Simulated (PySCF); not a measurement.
# [CoH2]+: relaxation and vibrations of the singlet

Where does singlet [CoH2]+ go from a bent start, is the end point a minimum, and what are its modes, charges and moments?

Computed with PySCF 2.14.0. Level: PBE0, basis Co def2-TZVP, H def2-TZVP, no relativity, density fitting.

### 1 The starting structure

3 atoms, charge 1, spin multiplicity 1.

Bond lengths: Co1–H2 1.401 Å, Co1–H3 1.401 Å. Angles: H2–Co1–H3 110.0°.

```xyz
3
charge 1 multiplicity 1
Co    0.0000    0.0000   -0.0266
H     1.1480    0.0000    0.7772
H    -1.1480    0.0000    0.7772
```

### 2 Relaxation: bent start, singlet

One driver script runs all steps and calls PySCF; scf.py shows how it sets up the SCF of each step. The optimiser is the driver's own. Before each start the driver seeks the lowest SCF state from one or more starting densities and follows internal instabilities, so scf.py alone need not reach the same state.

The program finds C2v symmetry in the start, which this walk keeps.

File scf.py:

```python
from pyscf import gto, scf, dft
mol = gto.M(atom='''
Co     0.000000     0.000000    -0.026583
H      1.148000    -0.000000     0.777217
H     -1.148000     0.000000     0.777217''',
    basis={'Co': 'def2-TZVP', 'H': 'def2-TZVP'},
    charge=1, spin=0)
mf = dft.RKS(mol, xc='PBE0')
mf.grids.atom_grid = (50, 194)
aux = {'Co': 'def2-universal-JKFIT', 'H': 'def2-universal-JKFIT'}
mf = mf.density_fit(auxbasis=aux)
mf.kernel()
```

The optimiser's trace:

```
step   energy (Eh)  change (kJ/mol)  largest symmetric gradient (Eh/bohr)
   0  -1383.284213             0.00                               0.04153
   1  -1383.291532           -19.21                               0.02183
   2  -1383.298121           -36.51                               0.01288
   3  -1383.299507           -40.15                               0.01455
   4  -1383.302385           -47.71                               0.00897
   5  -1383.315002           -80.84                               0.01648
   6  -1383.321964           -99.11                               0.02437
   7  -1383.323642          -103.52                               0.02381
   8  -1383.324911          -106.85                               0.01556
   9  -1383.325902          -109.45                               0.00462
  10  -1383.326016          -109.75                               0.00085
  11  -1383.326020          -109.76                               0.00006
```

The walk needed 6.8 s of wall time on 4 threads, shared host.

It settles in C2v symmetry, 109.8 kJ/mol below the start, after 11 steps: Co–H 1.645 Å (×2), H–H 0.812 Å; Co–H–H 75.7° (×2), H–Co–H 28.6°.

### 3 Vibrations and properties at this point

On the finer grid the gradient is checked again; gradients at displacements of ±0.01 bohr then give force constants and infrared intensities.

scf.py: that of step 2 with these lines changed.

```diff
@@ -3,3 +3,3 @@
-Co     0.000000     0.000000    -0.026583
-H      1.148000    -0.000000     0.777217
-H     -1.148000     0.000000     0.777217''',
+Co    -0.000000    -0.000000    -0.052821
+H      0.405896    -0.000000     1.541911
+H     -0.405896     0.000000     1.541911''',
@@ -9 +9 @@
-mf.grids.atom_grid = (50, 194)
+mf.grids.atom_grid = (75, 302)
```

This SCF starts from the last density.

Log of the central SCF (cycles and frontier levels):

```text
init E= -1383.32592252531
  HOMO = -0.483140511419494  LUMO = -0.361957048418076  gap/eV = 3.29757
cycle= 1 E= -1383.32592252529  delta_E= 2.55e-11  |g|= 1.96e-05  |ddm|= 7.67e-06
  HOMO = -0.483133834190768  LUMO = -0.361951451740107  gap/eV = 3.29754
cycle= 2 E= -1383.3259225251  delta_E= 1.86e-10  |g|= 4.82e-05  |ddm|= 1.88e-05
  HOMO = -0.483138690895965  LUMO = -0.361955507352585  gap/eV = 3.29756
cycle= 3 E= -1383.32592252532  delta_E= -2.21e-10  |g|= 6.39e-07  |ddm|= 1.37e-05
  HOMO = -0.483138632548455  LUMO = -0.36195545486634  gap/eV = 3.29756
cycle= 4 E= -1383.32592252532  delta_E= 4.55e-12  |g|= 2.34e-07  |ddm|= 5.97e-07
  HOMO = -0.483138611464731  LUMO = -0.361955430646494  gap/eV = 3.29756
Extra cycle  E= -1383.32592252532  delta_E= 6.82e-13  |g|= 2.33e-07  |ddm|= 7.53e-07
converged SCF energy = -1383.32592252532
```

The whole step took 3.5 s.

Geometry: C2v; Co–H 1.646 Å (×2), H–H 0.812 Å; Co–H–H 75.7° (×2), H–Co–H 28.6°.

Modes, for the most abundant isotopes:

```
symmetry  ω (cm⁻¹)  IR (km/mol)  μ (u)
      a1      1014         65.6   1.04
      b2      1582         11.7   1.01
      a1      3464          3.4   1.01
```

Every mode is real; the point is a minimum.

Properties at this point:

```yaml
Dipole_moment_about_the_centre_of_mass: 0.42 D
Highest_occupied_level: -13.15 eV
Lowest_empty_level: -9.85 eV
Rotational_constants: 50.76, 3.401, 3.187 cm⁻¹
Zero-point_energy: 36.2 kJ/mol
Principal_polarisabilities: 9.7, 13.6, 14.0 bohr³
Principal_traceless_quadrupole_moments_about_the_centre_of_mass: -1.97, -1.85, 3.82 D Å
Entropy_at_298.15_K_and_1_bar: 212.3 J/(mol K)
Heat_capacity_Cp_at_298.15_K: 35.0 J/(mol K)
Enthalpy_at_298.15_K_above_0_K: 10.02 kJ/mol
Rotational_symmetry_number: 2
```

Charges (e) and bond orders:

```tsv
atom	Mulliken	Löwdin	polar tensor	Mayer order to Co1
Co1	0.69	0.65	0.80	–
H2,3	0.16	0.17	0.10	0.39
```

Outer orbital energies (eV). occupied: -73.92, -72.21, -71.62, -21.18, -15.03, -14.67, -13.19, -13.15; empty: -9.85, -8.22, -6.13, -4.31.

Mulliken populations on Co1: s 6.15, p 12.11, d 8.05, f 0.00.

### 4 Would spin polarisation lower it?

At the lowest minimum the closed shell is tested against spin polarisation, on the (50, 194) grid. It is unstable: an open-shell solution lies lower. That solution was not followed to a minimum here.

### 5 Summary of results

```
                            quantity                                                            value
                             minimum  singlet, C2v (closed shell, unstable towards spin polarisation)
                            geometry  Co–H 1.646 Å (×2), H–H 0.812 Å; Co–H–H 75.7° (×2), H–Co–H 28.6°
                  wavenumbers (cm⁻¹)                                  1014 (a1), 1582 (b2), 3464 (a1)
      dipole moment (centre of mass)                                                           0.42 D
highest occupied, lowest empty level                                                 -13.15, -9.85 eV
          polar-tensor charge of Co1                                                          +0.80 e
                   zero-point energy                                                      36.2 kJ/mol
```

What this shows: The bent start keeps its C2v symmetry and ends in a minimum. In the infrared the band at 1014 cm⁻¹ (a1) leads. Only this shape and spin were tried, so other structures or states may lie lower. Spin polarisation would lower this closed shell, so its numbers describe a constrained state.

The search up to here took 12 s.
